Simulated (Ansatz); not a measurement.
HfMoC2 in Ansatz: the effect of Hubbard term

HfMoC2:

```
Hf Mo C
1.0
     3.19142    0.00000    0.00000
     0.00000    3.19142    0.00000
     0.00000    0.00000    4.48516
Hf Mo C
1 1 2
Direct
  0.00000 0.00000 0.00000
  0.50000 0.50000 0.50000
  0.50000 0.50000 0.00000
  0.00000 0.00000 0.50000
```

The cell comes from a database or a generator and needn't be the stable form of this composition.

Alike in all runs:

* Program: Ansatz 0.2.0
* Task: projected density of states
* Functional: r2SCAN
* Potentials or basis: Ansatz PAW
* Cutoff: 500 eV (not typed: the program's choice for these potentials)
* k mesh: 8 × 8 × 6
* Occupations: fermi-dirac, width 0.05 eV
* Spin: no spin polarisation
* Hubbard projectors: ortho-atomic (the default)
* Double counting: fll (the default)

```tsv
Hubbard term	pressure (GPa)
none	-3.1
Hf d U = 1 eV, Mo d U = 1 eV	-2.1
Hf d U = 2 eV, Mo d U = 2 eV	-1.0
Hf d U = 3 eV, Mo d U = 3 eV	0.2
Hf d U = 4 eV, Mo d U = 4 eV	1.9
Hf d U = 5 eV, Mo d U = 5 eV	3.9
Hf d U = 6 eV, Mo d U = 6 eV	?
Hf d U = 8 eV, Mo d U = 8 eV	13.3
```

Q: What does the run with Hubbard term Hf d U = 6 eV, Mo d U = 6 eV give?

A: Pressure 5.7 GPa.

Worked out: A parabola through the other rows of the pressure, of slope 2.81 GPa per eV there, gives 6.8 GPa, against the run's 5.7.

Caveats: the PAW data sets come from PBE, with cores solved anew for the run's functional, which leaves a small shift of forces and pressure; the density of states is complete only up to the lowest level of the last band computed; U without spin polarisation on a metal has little footing (some runs); the U is typed as a test and isn't derived for this compound (some runs).
